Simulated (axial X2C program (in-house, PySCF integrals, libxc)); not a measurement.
# All-electron X2C curves of MoBr

What are the state, bond length, wavenumber and bond energy of MoBr, and what does spin–orbit coupling change?

Computed with an in-house X2C program for linear molecules on PySCF integrals. Level: all-electron X2C, Mo dyall-cv3z, Br dyall-cv3z.

All values are calculated.

**1. Input**

Contents of task.json:

```json
{
 "zs": [
  42,
  35
 ],
 "q": 0,
 "bas": [
  "dyall-cv3z",
  "dyall-cv3z"
 ],
 "levels": [
  "PBE0",
  "HF",
  "B3LYP"
 ],
 "cc": true,
 "r0": 2.52,
 "thr": -2.0,
 "nmax": 110,
 "npts": 10,
 "nst": 2,
 "ntry": 8
}
```

Keys: zs atomic numbers; q charge; bas basis sets; levels methods (HF also brings MP2); cc coupled cluster on or off; r0 starting distance in Å; thr threshold in hartree for freezing inner shells (an s shell follows its p shell); nmax most natural virtual spinors; npts points asked for on the curve; nst determinants followed; ntry starts of the search.

Started as:

```
python so2c.py task.json out
```

Spin-free means the one-electron spin-free X2C Hamiltonian; two-component (2c) means X2C with spin–orbit coupling and atomic mean-field two-electron Coulomb and Gaunt terms. Basis: Mo dyall-cv3z contracted to [11s12p9d5f3g], Br dyall-cv3z contracted to [8s9p6d4f1g]; Gaussian nuclei, density fitting. Masses: Mo 97.905 u, Br 78.918 u.

Notation: σ, π±, δ± give the projection m of an orbital's angular momentum (0, ±1, ±2), α and β its spin, Λ and M_S the sums; ω is the projection of a spinor's total angular momentum and Ω the sum. Logs are in hartree.

The results follow Hamiltonian by Hamiltonian and level by level.

**2. Search for the lowest determinant**

PBE0 moves the distance from 2.520 Å to 2.440 Å and compares determinants there.

Spin-free determinants:

| ΔE (eV) | state | open shells |
| --- | --- | --- |
| 0.00 | M_S = 5/2, Λ = 0 | beyond closed shells: σα, π+α, π-α, δ+α, δ-α |
| 1.51 | M_S = 5/2, Λ = 1 | beyond closed shells: 2 × σα, π+α, δ+α, δ-α |
| 1.58 | M_S = 3/2, Λ = 0 | beyond closed shells: σβ, π+α, π-α, δ+α, δ-α |
| 1.91 | M_S = 3/2, Λ = 0 | beyond closed shells: σα, π+β, π-α, δ+α, δ-α |
| 1.97 | M_S = 3/2, Λ = 1 | beyond closed shells: π+α, δ+α, δ-α |
| 2.26 | M_S = 3/2, Λ = 2 | beyond closed shells: π+α, π-α, δ+α |
| 2.31 | M_S = 5/2, Λ = 2 | beyond closed shells: 2 × σα, π+α, π-α, δ+α |

Two-component determinants:

| ΔE (eV) | state | open shells |
| --- | --- | --- |
| 0.00 | Ω = 5/2 | excess of +ω over −ω: ω = 5/2 |
| 1.45 | Ω = 3/2 | excess of +ω over −ω: ω = 1/2, ω = -3/2, ω = 5/2 |
| 1.58 | Ω = 7/2 | excess of +ω over −ω: 2 × ω = 1/2, ω = 5/2 |
| 1.58 | Ω = 3/2 | excess of +ω over −ω: 2 × ω = -1/2, ω = 5/2 |
| 1.90 | Ω = 1/2 | excess of +ω over −ω: 2 × ω = 3/2, ω = -5/2 |
| 1.91 | Ω = 1/2 | excess of +ω over −ω: ω = -1/2, ω = -3/2, ω = 5/2 |
| 2.00 | Ω = 3/2 | excess of +ω over −ω: ω = 1/2, ω = -3/2, ω = 5/2 |

**3. PBE0, spin-free**

State followed: M_S = 5/2, Λ = 0 (beyond closed shells: σα, π+α, π-α, δ+α, δ-α). The scan is laid around 2.440 Å, a first estimate of the minimum, and this SCF restarts from the orbitals of the search.

Output at 2.440 Å:

```text
spin-free X2C-1e  PBE0
basis functions 256  fitting functions 1258  grid points 5798
iter        total energy     max residual
   1      -6654.226060586     1.87e-05
   2      -6654.226060595     2.17e-05
   3      -6654.226060604     5.99e-06
   4      -6654.226060606     3.01e-06
   5      -6654.226060607     6.89e-07
converged
one-electron -9846.72554871  Coulomb 3090.98797388  exact exchange -53.46369645  xc functional -163.83237132  nuclear repulsion 318.80758199
```

Along the bond, energies from the lowest point:

```tsv
R (Å)	E (eV)	μ (D)	HOMO (eV)	LUMO (eV)	iterations
2.123	0.8743	-2.95	-5.62	-2.06	13
2.220	0.3537	-3.44	-5.81	-2.27	12
2.294	0.1368	-3.82	-5.94	-2.42	12
2.367	0.0281	-4.20	-6.06	-2.57	12
2.440	0.0000	-4.58	-6.15	-2.72	5
2.525	0.0409	-5.03	-6.23	-2.89	12
2.611	0.1371	-5.47	-6.31	-3.05	12
2.721	0.3125	-6.02	-6.42	-3.25	12
2.855	0.5698	-6.66	-6.52	-3.46	12
3.050	0.9699	-7.48	-6.53	-3.74	13
```

Dipoles are positive if Br is the positive end.

Outer orbitals at the reference distance:

```json
{"symmetry": "σα", "occupied": "yes", "ε (eV)": "-20.92", "atomic character": "76% Br s, 8% Mo d, 7% Mo p"}
{"symmetry": "σβ", "occupied": "yes", "ε (eV)": "-20.91", "atomic character": "76% Br s, 8% Mo d, 8% Mo p"}
{"symmetry": "σα", "occupied": "yes", "ε (eV)": "-9.20", "atomic character": "68% Br p, 22% Mo d, 4% Mo s"}
{"symmetry": "σβ", "occupied": "yes", "ε (eV)": "-8.89", "atomic character": "80% Br p, 10% Mo d, 5% Mo s"}
{"symmetry": "π-α", "occupied": "yes", "ε (eV)": "-8.44", "atomic character": "58% Br p, 37% Mo d, 2% Mo f"}
{"symmetry": "π+α", "occupied": "yes", "ε (eV)": "-8.44", "atomic character": "58% Br p, 37% Mo d, 2% Mo f"}
{"symmetry": "π-β", "occupied": "yes", "ε (eV)": "-7.83", "atomic character": "82% Br p, 9% Mo d, 4% Mo f"}
{"symmetry": "π+β", "occupied": "yes", "ε (eV)": "-7.83", "atomic character": "82% Br p, 9% Mo d, 4% Mo f"}
{"symmetry": "δ+α", "occupied": "yes", "ε (eV)": "-6.77", "atomic character": "100% Mo d"}
{"symmetry": "δ-α", "occupied": "yes", "ε (eV)": "-6.77", "atomic character": "100% Mo d"}
{"symmetry": "π-α", "occupied": "yes", "ε (eV)": "-6.17", "atomic character": "63% Mo d, 28% Br p, 5% Mo p"}
{"symmetry": "π+α", "occupied": "yes", "ε (eV)": "-6.17", "atomic character": "63% Mo d, 28% Br p, 5% Mo p"}
{"symmetry": "σα", "occupied": "yes", "ε (eV)": "-6.15", "atomic character": "47% Mo d, 46% Mo s, 6% Br p"}
{"symmetry": "σα", "occupied": "no", "ε (eV)": "-2.72", "atomic character": "34% Mo p, 32% Mo s, 22% Mo d"}
{"symmetry": "σβ", "occupied": "no", "ε (eV)": "-1.70", "atomic character": "78% Mo s, 12% Mo d, 6% Mo p"}
{"symmetry": "σβ", "occupied": "no", "ε (eV)": "-0.89", "atomic character": "58% Mo d, 30% Mo p, 7% Br p"}
{"symmetry": "π+β", "occupied": "no", "ε (eV)": "-0.76", "atomic character": "86% Mo d, 5% Mo p, 4% Br p"}
```

PBE0 fields in the half plane through the axis: z from -2.4 to 4.8 Å across, distance from the axis 0.15 to 2.25 Å upwards; Mo lies at z = 0 and Br at z = 2.440 Å; the ELF is damped to zero where the density is low.

log10 density (e/bohr³). Ten even steps from ' ' (-4.66 ) to '@' (1.66 ):
```
  ......::::::::::::::::::::::::::::::::......    
  ....::::----------------------------::::::....  
....::::------====------------======------::::..  
....::----==============================----::....
..::::--====++++++++++======++++++++++====--::::..
..::::--==++++******++++++++++******++++====--::..
....::--==++**######**++++++****####**++++==--::..
....::--==++##%%@@%%##**++++**%%@@%%**++++==--::::
```

ELF. Ten even steps from '0' (0.00 ) to '9' (0.85 ):
```
0001233332210001221100000
0002344443211123444310000
0012455543221246776531000
0012345543222478998753100
0001345554323689999974200
0000146888523897579985310
0000148738834862424986310
0000059363834827392896310
```

Re = 2.434 Å, ωe = 264.7 cm⁻¹, ωexe = 0.744 cm⁻¹, Be = 0.0651 cm⁻¹, De = 3.32 eV, μ = -4.55 D.

**4. HF, spin-free**

Output at 2.440 Å:

```text
spin-free X2C-1e  HF
basis functions 256  fitting functions 1258  grid points 5798
iter        total energy     max residual
   1      -6650.784778637     3.34e-01
   2      -6650.818377072     9.29e-03
   3      -6650.820062862     3.36e-03
   4      -6650.820382951     1.35e-03
   5      -6650.820469631     4.26e-04
   6      -6650.820484827     2.06e-04
   7      -6650.820487369     9.58e-05
   8      -6650.820488117     8.26e-05
   9      -6650.820488456     7.15e-05
  10      -6650.820488745     5.10e-05
  11      -6650.820488922     3.31e-05
  12      -6650.820489027     1.32e-05
  13      -6650.820489048     2.95e-06
  14      -6650.820489049     1.23e-06
converged
one-electron -9846.71808323  Coulomb 3091.09312479  exact exchange -214.00311260  xc functional 0.00000000  nuclear repulsion 318.80758199
```

Re = 2.544 Å, ωe = 230.5 cm⁻¹, ωexe = 0.682 cm⁻¹, Be = 0.0596 cm⁻¹, De = 2.12 eV, μ = -6.56 D.

**5. B3LYP, spin-free**

Output at 2.440 Å:

```text
spin-free X2C-1e  B3LYP
basis functions 256  fitting functions 1258  grid points 5798
iter        total energy     max residual
   1      -6654.918542523     4.23e-02
   2      -6654.920857466     2.78e-03
   3      -6654.920850354     2.41e-03
   4      -6654.920943861     8.65e-04
   5      -6654.920950921     3.37e-04
   6      -6654.920952775     1.81e-04
   7      -6654.920953410     3.22e-05
   8      -6654.920953524     1.63e-05
   9      -6654.920953541     9.52e-06
  10      -6654.920953543     1.79e-06
  11      -6654.920953543     5.43e-07
converged
one-electron -9846.43522305  Coulomb 3090.67773140  exact exchange -42.76360648  xc functional -175.20743741  nuclear repulsion 318.80758199
```

Re = 2.452 Å, ωe = 259.1 cm⁻¹, ωexe = 0.73 cm⁻¹, Be = 0.06415 cm⁻¹, De = 3.33 eV, μ = -4.37 D.

**6. MP2 and beyond, spin-free**

Correlated methods: 21 electrons correlated (frozen shells, counted by type: Mo 3 s, 2 p, 1 d; Br 3 s, 2 p, 1 d), 307 virtual spinors in MP2, 110 natural virtuals in coupled cluster.

Output of the correlated part at 2.440 Å:

```text
correlated 21  virtual 307  natural virtual 110  E(MP2) -0.567781599  MP2 remainder -0.033899569
iter   CCSD correlation   residual
   1     -0.536399236   1.10e-01
   2     -0.545115016   3.96e-02
   3     -0.547201988   1.69e-02
   4     -0.547265008   7.40e-03
   5     -0.547308087   3.07e-03
   6     -0.547335638   1.11e-03
   7     -0.547339415   5.14e-04
   8     -0.547344633   2.45e-04
   9     -0.547338859   1.14e-04
  10     -0.547339086   4.50e-05
  11     -0.547338703   1.84e-05
  12     -0.547338857   7.07e-06
  13     -0.547338841   3.21e-06
(T) -0.018814702  T1 0.0182  D1 0.0461  max T2 0.037
```

T1 in the output is the amplitude norm over the root of the electron number; divide by √2 for the Lee–Taylor value.

MP2: Re = 2.424 Å, ωe = 274.4 cm⁻¹, Be = 0.06567 cm⁻¹, De = 3.29 eV.

CCSD: Re = 2.454 Å, ωe = 263.5 cm⁻¹, ωexe = 0.7 cm⁻¹, Be = 0.06404 cm⁻¹, De = 3.07 eV. T1 at Re = 0.013 (Lee–Taylor, the printed value over √2).

CCSD(T): Re = 2.443 Å, ωe = 268.1 cm⁻¹, ωexe = 0.702 cm⁻¹, Be = 0.06462 cm⁻¹, De = 3.14 eV. T1 at Re = 0.013 (Lee–Taylor, the printed value over √2).

**7. A higher determinant, spin-free**

State: M_S = 5/2, Λ = 1 (beyond closed shells: 2 × σα, π+α, δ+α, δ-α).

Output at the reference distance:

```text
spin-free X2C-1e  PBE0
basis functions 256  fitting functions 1258  grid points 5798
iter        total energy     max residual
   1      -6654.170606223     1.35e-05
   2      -6654.170606222     1.74e-05
converged
one-electron -9842.82451149  Coulomb 3087.03044973  exact exchange -53.43689515  xc functional -163.74723131  nuclear repulsion 318.80758199
```

```tsv
R (Å)	E above the lowest PBE0 point (eV)
2.123	2.551
2.220	1.978
2.294	1.721
2.367	1.574
2.440	1.509
2.525	1.510
2.611	1.570
2.721	1.703
2.855	1.913
```

Re = 2.480 Å, ωe = 245.7 cm⁻¹, ωexe = 0.722 cm⁻¹, Be = 0.06272 cm⁻¹, μ = -1.10 D. Te = 1.50 eV.

**8. The spin-free curves together**

Energy (eV) of the followed determinant, spin-free, from each level's lowest point:

```tsv
R (Å)	PBE0	HF	MP2	CCSD	CCSD(T)	B3LYP
2.123	0.874	1.440	0.847	n/a	n/a	0.960
2.220	0.354	0.727	0.333	0.428	0.396	0.408
2.294	0.137	0.388	0.122	0.180	0.160	0.170
2.367	0.028	0.173	0.020	0.047	0.038	0.044
2.440	0.000	0.052	0.000	0.000	0.000	0.000
2.525	0.041	0.000	0.053	0.024	0.035	0.025
2.611	0.137	0.016	0.163	0.109	0.129	0.108
2.721	0.312	0.103	0.358	0.276	0.307	0.269
2.855	0.570	0.272	0.641	n/a	n/a	0.513
3.050	0.970	0.579	1.079	n/a	n/a	0.899
```

**9. PBE0, 2c**

State followed: Ω = 5/2 (excess of +ω over −ω: ω = 5/2). The scan is laid around 2.440 Å, a first estimate of the minimum, and this SCF restarts from the orbitals of the search.

Output at 2.440 Å:

```text
two-component X2C + atomic mean field  PBE0
basis functions 256  fitting functions 1258  grid points 5798
iter        total energy     max residual
   1      -6651.718558015     1.17e-05
   2      -6651.718558021     1.69e-05
   3      -6651.718558026     4.75e-06
   4      -6651.718558027     2.86e-06
converged
one-electron -9840.09931342  Coulomb 3089.66291749  exact exchange -53.43938147  xc functional -163.75863672  nuclear repulsion 318.80758199  atomic mean-field constant -2.89172591
```

Along the bond, energies from the lowest point:

```tsv
R (Å)	E (eV)	μ (D)	HOMO (eV)	LUMO (eV)	iterations
2.123	0.8790	-2.94	-5.54	-2.06	13
2.220	0.3569	-3.43	-5.73	-2.26	12
2.294	0.1389	-3.81	-5.86	-2.42	12
2.367	0.0291	-4.19	-5.97	-2.57	12
2.440	0.0000	-4.57	-6.08	-2.72	4
2.525	0.0397	-5.02	-6.18	-2.89	12
2.611	0.1347	-5.45	-6.27	-3.05	12
2.721	0.3086	-6.00	-6.35	-3.24	12
2.855	0.5641	-6.63	-6.41	-3.45	12
3.050	0.9614	-7.43	-6.41	-3.73	13
```

Dipoles are positive if Br is the positive end.

Outer spinors at the reference distance:

| ω | occupied | ε (eV) | atomic character | λ mixture |
| --- | --- | --- | --- | --- |
| 1/2 | yes | -20.92 | 76% Br s, 8% Mo d, 7% Mo p | 100% σ |
| -1/2 | yes | -20.92 | 76% Br s, 8% Mo d, 8% Mo p | 100% σ |
| 1/2 | yes | -9.23 | 69% Br p, 22% Mo d, 4% Mo s | 98% σ, 2% π |
| -1/2 | yes | -8.96 | 79% Br p, 12% Mo d, 4% Mo s | 88% σ, 12% π |
| -1/2 | yes | -8.50 | 60% Br p, 34% Mo d, 2% Mo f | 88% π, 12% σ |
| 3/2 | yes | -8.32 | 56% Br p, 39% Mo d, 2% Mo f | 100% π |
| 1/2 | yes | -7.96 | 81% Br p, 10% Mo d, 4% Mo f | 98% π, 2% σ |
| -3/2 | yes | -7.68 | 81% Br p, 10% Mo d, 4% Mo f | 100% π |
| -3/2 | yes | -6.85 | 100% Mo d | 100% δ |
| 5/2 | yes | -6.68 | 100% Mo d | 100% δ |
| -1/2 | yes | -6.24 | 65% Mo d, 26% Br p, 4% Mo p | 100% π |
| 1/2 | yes | -6.15 | 46% Mo d, 46% Mo s, 7% Br p | 100% σ |
| 3/2 | yes | -6.08 | 61% Mo d, 30% Br p, 5% Mo p | 100% π |
| 1/2 | no | -2.72 | 34% Mo p, 32% Mo s, 21% Mo d | 100% σ |
| -1/2 | no | -1.70 | 78% Mo s, 12% Mo d, 7% Mo p | 100% σ |
| -1/2 | no | -0.89 | 57% Mo d, 32% Mo p, 6% Br p | 96% σ, 4% π |
| 1/2 | no | -0.79 | 87% Mo d, 5% Mo p, 4% Br p | 100% π |

PBE0 fields in the half plane through the axis: z from -2.4 to 4.8 Å across, distance from the axis 0.15 to 2.25 Å upwards; Mo lies at z = 0 and Br at z = 2.440 Å; the ELF is damped to zero where the density is low.

log10 density (e/bohr³). Ten even steps from '0' (-4.66 ) to '9' (1.66 ):
```
0111222222222222222211100
0112233333333333333222110
1122333443333334443332210
1123344444444444444433211
1223445555544455555443221
1223455666555556665544321
1123456777655566776554321
1123457898765568986554322
```

ELF. Ten even steps from '0' (0.00 ) to '9' (0.85 ):
```
0001233332210001221100000
0002344443211123444310000
0012455543221246776531000
0012345543222478998753100
0001345554323689999974200
0000146888523897579985310
0000148738834862424986310
0000059363834827392896310
```

Re = 2.436 Å, ωe = 264.0 cm⁻¹, ωexe = 0.746 cm⁻¹, Be = 0.06504 cm⁻¹, De = 3.21 eV, μ = -4.55 D.

**10. HF, 2c**

Output at 2.440 Å:

```text
two-component X2C + atomic mean field  HF
basis functions 256  fitting functions 1258  grid points 5798
iter        total energy     max residual
   1      -6648.278065704     3.34e-01
   2      -6648.311659782     9.38e-03
   3      -6648.313351051     3.36e-03
   4      -6648.313673114     1.36e-03
   5      -6648.313761930     4.25e-04
   6      -6648.313778406     2.05e-04
   7      -6648.313781577     1.06e-04
   8      -6648.313782687     8.96e-05
   9      -6648.313783208     7.60e-05
  10      -6648.313783632     5.08e-05
  11      -6648.313783816     3.33e-05
  12      -6648.313783905     1.76e-05
  13      -6648.313783934     8.39e-06
  14      -6648.313783941     4.99e-06
  15      -6648.313783945     2.48e-06
  16      -6648.313783945     5.35e-07
converged
one-electron -9840.09632724  Coulomb 3089.77280862  exact exchange -213.90612140  xc functional 0.00000000  nuclear repulsion 318.80758199  atomic mean-field constant -2.89172591
```

Re = 2.546 Å, ωe = 229.8 cm⁻¹, ωexe = 0.679 cm⁻¹, Be = 0.05952 cm⁻¹, De = 1.96 eV, μ = -6.56 D.

**11. B3LYP, 2c**

Output at 2.440 Å:

```text
two-component X2C + atomic mean field  B3LYP
basis functions 256  fitting functions 1258  grid points 5798
iter        total energy     max residual
   1      -6652.410729257     4.29e-02
   2      -6652.413052334     2.79e-03
   3      -6652.413047843     2.40e-03
   4      -6652.413141305     8.61e-04
   5      -6652.413148567     3.36e-04
   6      -6652.413150511     1.83e-04
   7      -6652.413151231     3.06e-05
   8      -6652.413151376     1.60e-05
   9      -6652.413151398     9.28e-06
  10      -6652.413151401     1.78e-06
  11      -6652.413151401     5.88e-07
converged
one-electron -9839.80984736  Coulomb 3089.35342636  exact exchange -42.74412646  xc functional -175.12846003  nuclear repulsion 318.80758199  atomic mean-field constant -2.89172591
```

Re = 2.454 Å, ωe = 258.3 cm⁻¹, ωexe = 0.732 cm⁻¹, Be = 0.06407 cm⁻¹, De = 3.18 eV, μ = -4.37 D.

**12. Correlated methods, 2c**

Correlated methods: 21 electrons correlated (frozen shells, counted by type: Mo 3 s, 2 p, 1 d; Br 3 s, 2 p, 1 d), 307 virtual spinors in MP2, 110 natural virtuals in coupled cluster.

Output of the correlated part at 2.440 Å:

```text
correlated 21  virtual 307  natural virtual 110  E(MP2) -0.567884922  MP2 remainder -0.033893820
iter   CCSD correlation   residual
   1     -0.536479693   1.10e-01
   2     -0.545206681   3.96e-02
   3     -0.547293043   1.70e-02
   4     -0.547357939   7.46e-03
   5     -0.547402817   3.13e-03
   6     -0.547431557   1.16e-03
   7     -0.547435693   5.50e-04
   8     -0.547441381   2.66e-04
   9     -0.547435184   1.25e-04
  10     -0.547435551   5.16e-05
  11     -0.547435144   2.33e-05
  12     -0.547435344   1.12e-05
  13     -0.547435328   6.59e-06
(T) -0.018822566  T1 0.0183  D1 0.0461  max T2 0.035
```

MP2: Re = 2.425 Å, ωe = 273.9 cm⁻¹, Be = 0.06561 cm⁻¹, De = 3.15 eV.

CCSD: Re = 2.456 Å, ωe = 262.9 cm⁻¹, ωexe = 0.701 cm⁻¹, Be = 0.06398 cm⁻¹, De = 2.93 eV. T1 at Re = 0.013 (Lee–Taylor, the printed value over √2).

CCSD(T): Re = 2.445 Å, ωe = 267.5 cm⁻¹, ωexe = 0.703 cm⁻¹, Be = 0.06456 cm⁻¹, De = 3.00 eV. T1 at Re = 0.013 (Lee–Taylor, the printed value over √2).

**13. A higher determinant, 2c**

State: Ω = 3/2 (excess of +ω over −ω: ω = 1/2, ω = -3/2, ω = 5/2).

Output at the reference distance:

```text
two-component X2C + atomic mean field  PBE0
basis functions 256  fitting functions 1258  grid points 5798
iter        total energy     max residual
   1      -6651.665408268     1.40e-06
   2      -6651.665408268     1.04e-06
converged
one-electron -9836.24795342  Coulomb 3085.75400516  exact exchange -53.41272800  xc functional -163.67458810  nuclear repulsion 318.80758199  atomic mean-field constant -2.89172591
```

```tsv
R (Å)	E above the lowest PBE0 point (eV)
2.123	2.497
2.220	1.916
2.294	1.660
2.367	1.512
2.440	1.446
2.525	1.446
2.611	1.505
2.721	1.636
2.855	1.841
```

No constants are quoted: the solution changes its character somewhere along the scan, so the fit is set aside.

**14. The 2c curves together**

Energy (eV) of the followed determinant, 2c, from each level's lowest point:

```tsv
R (Å)	PBE0	HF	MP2	CCSD	CCSD(T)	B3LYP
2.123	0.879	1.446	0.852	n/a	n/a	0.965
2.220	0.357	0.731	0.336	0.431	0.399	0.411
2.294	0.139	0.391	0.124	0.183	0.162	0.173
2.367	0.029	0.175	0.021	0.048	0.039	0.045
2.440	0.000	0.054	0.000	0.000	0.000	0.000
2.525	0.040	0.000	0.052	0.023	0.034	0.024
2.611	0.135	0.015	0.161	0.107	0.127	0.105
2.721	0.309	0.100	0.355	0.273	0.304	0.265
2.855	0.564	0.268	0.637	n/a	n/a	0.507
3.050	0.961	0.573	1.073	n/a	n/a	0.889
```

Time for the job: 8.6 min (1 thread of Arm Neoverse V2, shared host); peak memory 2.1 GiB.

**15. Results**

Lowest determinant that the search found at its distance, spin-free: M_S = 5/2, Λ = 0 (beyond closed shells: σα, π+α, π-α, δ+α, δ-α).

Lowest determinant that the search found at its distance, 2c: Ω = 5/2 (excess of +ω over −ω: ω = 5/2).

```json
{"Hamiltonian": "spin-free", "level": "PBE0", "Re (Å)": "2.434", "ωe (cm⁻¹)": "264.7", "De (eV)": "3.32", "μ (D)": "-4.55"}
{"Hamiltonian": "spin-free", "level": "HF", "Re (Å)": "2.544", "ωe (cm⁻¹)": "230.5", "De (eV)": "2.12", "μ (D)": "-6.56"}
{"Hamiltonian": "spin-free", "level": "MP2", "Re (Å)": "2.424", "ωe (cm⁻¹)": "274.4", "De (eV)": "3.29", "μ (D)": "n/a"}
{"Hamiltonian": "spin-free", "level": "CCSD", "Re (Å)": "2.454", "ωe (cm⁻¹)": "263.5", "De (eV)": "3.07", "μ (D)": "n/a"}
{"Hamiltonian": "spin-free", "level": "CCSD(T)", "Re (Å)": "2.443", "ωe (cm⁻¹)": "268.1", "De (eV)": "3.14", "μ (D)": "n/a"}
{"Hamiltonian": "spin-free", "level": "B3LYP", "Re (Å)": "2.452", "ωe (cm⁻¹)": "259.1", "De (eV)": "3.33", "μ (D)": "-4.37"}
{"Hamiltonian": "2c", "level": "PBE0", "Re (Å)": "2.436", "ωe (cm⁻¹)": "264.0", "De (eV)": "3.21", "μ (D)": "-4.55"}
{"Hamiltonian": "2c", "level": "HF", "Re (Å)": "2.546", "ωe (cm⁻¹)": "229.8", "De (eV)": "1.96", "μ (D)": "-6.56"}
{"Hamiltonian": "2c", "level": "MP2", "Re (Å)": "2.425", "ωe (cm⁻¹)": "273.9", "De (eV)": "3.15", "μ (D)": "n/a"}
{"Hamiltonian": "2c", "level": "CCSD", "Re (Å)": "2.456", "ωe (cm⁻¹)": "262.9", "De (eV)": "2.93", "μ (D)": "n/a"}
{"Hamiltonian": "2c", "level": "CCSD(T)", "Re (Å)": "2.445", "ωe (cm⁻¹)": "267.5", "De (eV)": "3.00", "μ (D)": "n/a"}
{"Hamiltonian": "2c", "level": "B3LYP", "Re (Å)": "2.454", "ωe (cm⁻¹)": "258.3", "De (eV)": "3.18", "μ (D)": "-4.37"}
```

Dipoles are positive if Br is the positive end.

Time per point (s) on 1 thread of Arm Neoverse V2, shared host (2c runs; CCSD comes with the CCSD(T) run); the times are rough: PBE0 1.3, HF 1.3, MP2 2.4, CCSD(T) 24, B3LYP 1.4.

**Reading.** At CCSD(T), going from spin-free to two-component changes Re by +1 mÅ, ωe by -0.2 %, which is small (part of it comes from the scalar share of the two-electron terms). De moves by -0.15 eV; both De rest on single-determinant atoms, which can miss part of an open shell's spin–orbit lowering.

De refers to Mo + Br, each in the lowest determinant found, which need not be this curve's own limit. Each curve is one determinant whose occupation by symmetry is held fixed; it was picked as the lowest of a PBE0 search that is not exhaustive. Dissociation energies refer to the lowest single-determinant-based atoms at the same level and basis. Density functionals use the spin component along the axis (collinear). CCSD and (T) use frozen natural virtuals with an MP2 correction for the truncation. With several unpaired electrons one determinant need not be a pure state.
